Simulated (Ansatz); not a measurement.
The system is NiMoIrPdW.

```
Ni Mo Pd Ir W
1.0
     4.14670    0.00000    0.00000
    -2.07335    3.59115    0.00000
     0.00000    0.00000    5.41629
Ni Mo Pd Ir W
1 1 1 1 1
Direct
  0.00000 0.00000 0.02221
  0.66667 0.33333 0.45996
  0.33333 0.66667 0.74601
  0.33333 0.66667 0.25641
  0.66667 0.33333 0.99985
```

The cell was built by a generator and needn't be a form met in nature.

Base run:

```yaml
Program: Ansatz 0.2.0
Functional: PBEsol
Potentials_or_basis: all-electron LAPW, scalar-relativistic
Cutoff: 343 eV
Density_cutoff: 1370 eV
Basis_error_allowed: 0.002 eV/atom
k_mesh: 5 × 5 × 4
Occupations: fermi-dirac, width 0.05 eV
Spin: collinear spin, ferromagnetic start
Starting_moments: "[1.0, 1.0, 0.0, 0.6, 0.0] μB"
```

Its results: pressure -7.9 GPa; net moment 0.00 μB per cell; largest force 0.268 eV/Å.

Question: The run is repeated on the same cell with these changes: functional from PBEsol to BLYP. What comes out?

Answer: Pressure 9.7 GPa; net moment 0.00 μB per cell; largest force 0.355 eV/Å.

BLYP binds less tightly than PBEsol, so the same cell stands under more pressure.

Caveats: the k mesh is thin for a metal, which can move the energy by tens of meV per atom.

Not every run made on this cell is shown here.
